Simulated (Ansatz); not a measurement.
**Cu (Cu (111), 5 layers): how the settings move a single-point run**

Aim: see which settings change the result for Cu (Cu (111), 5 layers), by how much, and at what cost.

Program: Ansatz 0.2.0. Level of theory: reference: DFT, PBEsol, all-electron LAPW, scalar-relativistic. These are calculated values, not measurements.

## (1) The structure to begin with

It takes space group P-3m1 (No. 164, trigonal). The conventional cell has a = 2.520 Å, b = 2.520 Å, c = 24.229 Å, α = 90.00°, β = 90.00°, γ = 120.00°. Around Cu (site symmetry 3m) lie 9 Cu at 2.50 to 2.52 Å. Around Cu (site symmetry 3m) lie 12 Cu at 2.50 to 2.52 Å. Around Cu (site symmetry -3m) lie 12 Cu at 2.51 to 2.52 Å.

As a file:

```
CELL_PARAMETERS angstrom
2.51960 0.00000 0.00000
-1.25980 2.18204 0.00000
0.00000 0.00000 24.22900
ATOMIC_POSITIONS crystal
Cu 0.83333 0.16667 0.33128
Cu 0.16667 0.83333 0.41544
Cu 0.50000 0.50000 0.50000
Cu 0.83333 0.16667 0.58456
Cu 0.16667 0.83333 0.66872
```

## (2) The reference run

input.yaml

```yaml
crystal:
  lattice:
    - [2.5195991541, 0.0, 0.0]
    - [-1.2597995771, 2.1820368748, 0.0]
    - [0.0, 0.0, 24.229]
  atoms:
    - { symbol: Cu, position: [0.8333333333, 0.1666666667, 0.3312784168] }
    - { symbol: Cu, position: [0.1666666667, 0.8333333333, 0.4154445058] }
    - { symbol: Cu, position: [0.5, 0.5, 0.4999999946] }
    - { symbol: Cu, position: [0.8333333333, 0.1666666667, 0.5845554924] }
    - { symbol: Cu, position: [0.1666666667, 0.8333333333, 0.6687215904] }
  periodic: [true, true, false]
kpoints:
  mp_grid: { grid: [18, 18, 1] }
scf:
  occupations: { method: fermi_dirac, width: 0.1 }
hamiltonian:
  xc: pbesol
  pseudopotentials: { kind: all_electron, lapw: { basis_error: 0.001 } }
output:
  forces: true
  stress: true
  eigenvalues: true
```

Command:

```console
ansatz run input.yaml --threads 2 --pin off --max-ram 4096MiB --backend cpu --events-out ev --progress --plain --runs-dir out
```

## (3) Changed: mp_grid.grid [9, 9, 1]

Edit input.yaml of step 2 so:

```diff
@@ -13,3 +13,3 @@
 kpoints:
-  mp_grid: { grid: [18, 18, 1] }
+  mp_grid: { grid: [9, 9, 1] }
 scf:
```

**Question.** What will these runs give? Wanted: for each run, ending; energy change; gap; force.

The runs gave:

```csv
run,ending,energy change,gap (eV),force (eV/Å),cycles,time
reference,converged,0,0.00,0.00,11,48 s
"1: mp_grid.grid [9, 9, 1]",converged,-0.8 meV/atom,0.00,0.05,10,14 s
```

Residual by cycle in the longest SCF loop of each run; runs are numbered as in the table. The quantity is the density residual dr2, in eV.

```csv
cycle,reference,run 1
1,0.867,0.885
2,3.63,3.39
3,0.0803,0.157
4,0.0105,0.0235
5,0.00438,0.0168
6,6.6e-4,0.00341
7,5.1e-5,4.2e-4
8,6.9e-6,4.3e-5
9,8.4e-7,1.1e-6
10,1.1e-7,8.4e-8
11,3.7e-8,-
```

What this shows: Changing the k-point mesh moves the energy by -0.8 meV/atom, and the largest force goes from 0.00 to 0.05 eV/Å. The energy is not variational in the mesh, so the sign tells nothing. Cost: 10 SCF cycles against 11, 14 s against 48 s.
